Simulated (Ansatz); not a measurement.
# C3H4AlF (SMILES C#[C][Al]([CH3])[F]): PBE-QIDH-D3(BJ)-ATM/CRENBL (core potential, damping of r2scan)

Aim: the vertical ionisation energy of C3H4AlF at PBE-QIDH-D3(BJ)-ATM/CRENBL (core potential, damping of r2scan), from 2 runs. 

The results are computed with Ansatz 0.2.0.

5 further runs of the same task are left out: 3 for a known fault of the program, 1 that didn't finish, 1 set aside as unsound or not needed.

## 1. Starting point

C3H4AlF: 9 atoms, total charge 0, spin state singlet. As SMILES, `C#[C][Al]([CH3])[F]`. The shape is that of a PBE0-D4/def2-TZVP optimisation.

Bond lengths: C1–C2 1.210 Å, C2–Al3 1.900 Å, Al3–C4 1.931 Å, Al3–F5 1.650 Å, C1–H6 1.067 Å, C4–H7 1.094 Å, C4–H8 1.094 Å, C4–H9 1.092 Å. Some angles: C1–C2–Al3 177.8°, C2–Al3–C4 124.6°, C2–Al3–F5 116.1°, C4–Al3–F5 119.2°, C2–C1–H6 179.6°, Al3–C4–H7 110.8°, Al3–C4–H8 110.9°, Al3–C4–H9 112.0°, H7–C4–H8 106.6°, H7–C4–H9 108.1°.

## 2. The energy at PBE-QIDH-D3(BJ)-ATM/CRENBL (core potential, damping of r2scan)

Input file input.yaml:

```yaml
crystal:
  periodic: [false, false, false]
  atoms:
    - {symbol: C, position_ang: [0.214800, 2.769900, 0.344200]}
    - {symbol: C, position_ang: [0.305500, 1.631300, -0.055000]}
    - {symbol: Al, position_ang: [0.406600, -0.178300, -0.626600]}
    - {symbol: C, position_ang: [-0.438400, -1.662200, 0.274100]}
    - {symbol: F, position_ang: [1.286200, -0.460300, -1.993400]}
    - {symbol: H, position_ang: [0.139200, 3.776200, 0.690400]}
    - {symbol: H, position_ang: [-1.159600, -2.156900, -0.383600]}
    - {symbol: H, position_ang: [0.298900, -2.419800, 0.555700]}
    - {symbol: H, position_ang: [-0.964600, -1.346100, 1.177300]}
basis:
  gaussian:
    orbitals: CRENBL.json
hamiltonian:
  xc: {name: PBE-QIDH}
  dispersion: {method: d3bjatm, functional: r2scan}
correlation:
  electrons: all
output: {orbitals: {seedname: orbitals}}
```

The basis set CRENBL is read from a file made from the Basis Set Exchange's data (not shown).

The run is started by

```sh
ansatz run input.yaml --threads 1 --pin off --max-ram 2610MiB --events-out events.jsonl --progress --plain --runs-dir runs
```

The program printed:

```text
Warning: RAYON_NUM_THREADS=1 ignored (pool sized by the plan → 1); use --threads N
Functional definition: PBE-QIDH
  name "PBE-QIDH"
  parameter a = 3^(-1/3)
  parameter c = 1/3
  exchange = (1 - a)*pbe_x + a*exact_x
  correlation = (1 - c)*pbe_c + c*(mp2_os + mp2_ss)
972 factors; integrals over basis functions are off by at most 5.9e-4 eV
mean field evaluation 1: about -1226.4854 eV, gradient 4.6e1 eV
mean field evaluation 2: about -1226.4883 eV, gradient 4.6e1 eV
mean field evaluation 4: about -1230.8855 eV, gradient 4.2e0 eV
mean field evaluation 8: about -1230.9196 eV, gradient 1.2e-1 eV
mean field evaluation 16: about -1230.9196 eV, gradient 7.3e-6 eV
mean field -1230.91961451 eV, -45.2354614858 hartree, gradient 1.5e-6 eV, S^2 0.000000; 0 other end points of the search recorded, 0 dependent functions left out
reference -1230.91962822 eV, -45.2354619898 hartree; 13, 13 occupied and 83, 83 virtual orbitals, 972 factors
second order -14.28674002 eV of doubles, -0.00000000 eV of singles
Total energy: -1235.72476020 eV, -45.4120473331 hartree
```

It took 2.3 s on 1 thread of Intel Xeon Platinum 8488C (Sapphire Rapids), shared host; peak memory 0.45 GiB.

## 3. The doublet cation

Edit input.yaml of step 2 so:

```diff
@@ -1 +1,4 @@
+basis:
+  gaussian:
+    orbitals: CRENBL.json
 crystal:
@@ -12,5 +15,6 @@
     - {symbol: H, position_ang: [-0.964600, -1.346100, 1.177300]}
-basis:
-  gaussian:
-    orbitals: CRENBL.json
+magnetization:
+  spin_polarized: true
+  initial_magnetization: 1
+output: {orbitals: {seedname: orbitals}}
 hamiltonian:
@@ -18,4 +22,4 @@
   dispersion: {method: d3bjatm, functional: r2scan}
+total_charge: 1
 correlation:
   electrons: all
-output: {orbitals: {seedname: orbitals}}
```

The basis set CRENBL is read from a file made from the Basis Set Exchange's data (not shown).

The run is started by

```sh
ansatz run input.yaml --threads 1 --pin off --max-ram 2610MiB --events-out events.jsonl --progress --plain --runs-dir runs
```

The program printed (excerpt; [...] marks lines left out):

```text
Warning: RAYON_NUM_THREADS=1 ignored (pool sized by the plan → 1); use --threads N
[... 6 set-up lines as earlier in the session ...]
972 factors; integrals over basis functions are off by at most 5.9e-4 eV
mean field evaluation 1: about -1212.8343 eV, gradient 4.5e1 eV
mean field evaluation 2: about -1212.9711 eV, gradient 4.5e1 eV
mean field evaluation 4: about -1220.1511 eV, gradient 5.0e0 eV
mean field evaluation 8: about -1220.3087 eV, gradient 5.4e-1 eV
mean field evaluation 16: about -1220.3396 eV, gradient 4.4e-2 eV
mean field evaluation 32: about -1220.3397 eV, gradient 1.6e-3 eV
mean field -1220.33975008 eV, -44.8466586396 hartree, gradient 6.0e-6 eV, S^2 0.753425; 4 other end points of the search recorded, 0 dependent functions left out
reference -1220.33976361 eV, -44.8466591367 hartree; 13, 12 occupied and 83, 84 virtual orbitals, 972 factors
second order -12.97260802 eV of doubles, -0.00000000 eV of singles
Total energy: -1224.70685160 eV, -45.0071466600 hartree
```

It took 12 s on 1 thread of Intel Xeon Platinum 8488C (Sapphire Rapids), shared host; peak memory 0.45 GiB.

## 4. Results

At PBE-QIDH-D3(BJ)-ATM/CRENBL (core potential, damping of r2scan):

```
                                                                quantity         value
                                           singlet C3H4AlF: total energy  -45.41205 Eh
                      singlet C3H4AlF: HOMO energy (SCF part's orbitals)     -10.36 eV
                      singlet C3H4AlF: LUMO energy (SCF part's orbitals)       0.29 eV
                    singlet C3H4AlF: HOMO–LUMO gap (SCF part's orbitals)      10.65 eV
                                      singlet C3H4AlF: dispersion energy  -4.14 kJ/mol
                                            doublet cation: total energy  -45.00715 Eh
doublet cation: HOMO energy (SCF part's orbitals) (highest over α and β)     -15.72 eV
 doublet cation: LUMO energy (SCF part's orbitals) (lowest over α and β)     -10.84 eV
                                       doublet cation: dispersion energy  -4.14 kJ/mol
                                                    doublet cation: ⟨S²⟩         0.753
                      vertical ionisation energy (to the doublet cation)     11.018 eV
```

In words: The vertical ionisation energy comes to 11.02 eV (254 kcal/mol). The negative HOMO energy of the first species, 10.36 eV, lies 0.66 eV below that difference.
